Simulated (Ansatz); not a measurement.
# Ga₂H₄: how energies converge with the basis set

An exercise on one series of results from a longer session: the logs are not shown, and one member is left open.

Method: one geometry, several basis sets; program: Ansatz 0.2.0, Gaussian basis.

Levels to be run: PBE0-D4/def2-SVP; ωB97M-V/def2-SVP; PBE0-D4/def2-QZVPP; ωB97M-V/def2-QZVPP; the functionals' def2-TZVPP values are taken from earlier runs.

### The relaxed structure

The geometry comes from an earlier relaxation with PBE0-D4 in a triple-zeta def2 set; it is a stationary point.

SMILES `[GaH2][GaH2]`, 6 atoms, charge 0, spin multiplicity 1.

Atoms are counted from 1 here; the program's logs count them from 0.

Bond lengths: Ga1–Ga2 2.459 Å, Ga1–H3 1.578 Å, Ga1–H4 1.578 Å, Ga2–H5 1.578 Å, Ga2–H6 1.578 Å. Angles: Ga2–Ga1–H3 122.1°, Ga2–Ga1–H4 122.1°, H3–Ga1–H4 115.8°, Ga1–Ga2–H5 122.0°, Ga1–Ga2–H6 122.2°, H5–Ga2–H6 115.8°.

Set-up of the first run:

in.yaml reads:

```yaml
crystal:
  periodic: [false, false, false]
  atoms:
    - {symbol: Ga, position_ang: [-0.283426, -1.200174, -0.117568]}
    - {symbol: Ga, position_ang: [0.296687, 1.178921, 0.103063]}
    - {symbol: H, position_ang: [0.450964, -2.323104, 0.712732]}
    - {symbol: H, position_ang: [-1.412658, -1.700694, -1.099416]}
    - {symbol: H, position_ang: [1.401266, 1.858157, -0.796077]}
    - {symbol: H, position_ang: [-0.410634, 2.122793, 1.151064]}
basis:
  gaussian: {orbitals: def2-SVP}
hamiltonian: {xc: pbe0, dispersion: d4}
output: {orbitals: {seedname: orbitals}}
```

Started as:

```console
$ ansatz run in.yaml --threads 2 --pin off --events-out ev --progress --plain --max-ram 4352MiB
```

Among the steps run: PBE0-D4 in def2-SVP; ωB97M-V in def2-SVP; PBE0-D4 in def2-QZVPP; ωB97M-V in def2-QZVPP.

One table of the session follows, with a row left open; its other results are not shown here.

It belongs to the step «Functionals by basis». 

```
functional       basis  HOMO (eV)  LUMO (eV)
   PBE0-D4    def2-SVP      -7.05      -1.99
   PBE0-D4  def2-TZVPP      -7.06      -2.00
   PBE0-D4  def2-QZVPP      -7.05      -2.01
   ωB97M-V    def2-SVP          ?          ?
   ωB97M-V  def2-TZVPP      -9.05      -0.29
   ωB97M-V  def2-QZVPP      -9.05      -0.39
```

**Question.** Estimate the row for ωB97M-V, def2-SVP.

As computed: HOMO (eV): -9.01; LUMO (eV): -0.23. In the column «HOMO (eV)» it lies between ωB97M-V, def2-QZVPP (-9.05) and PBE0-D4, def2-TZVPP (-7.06).
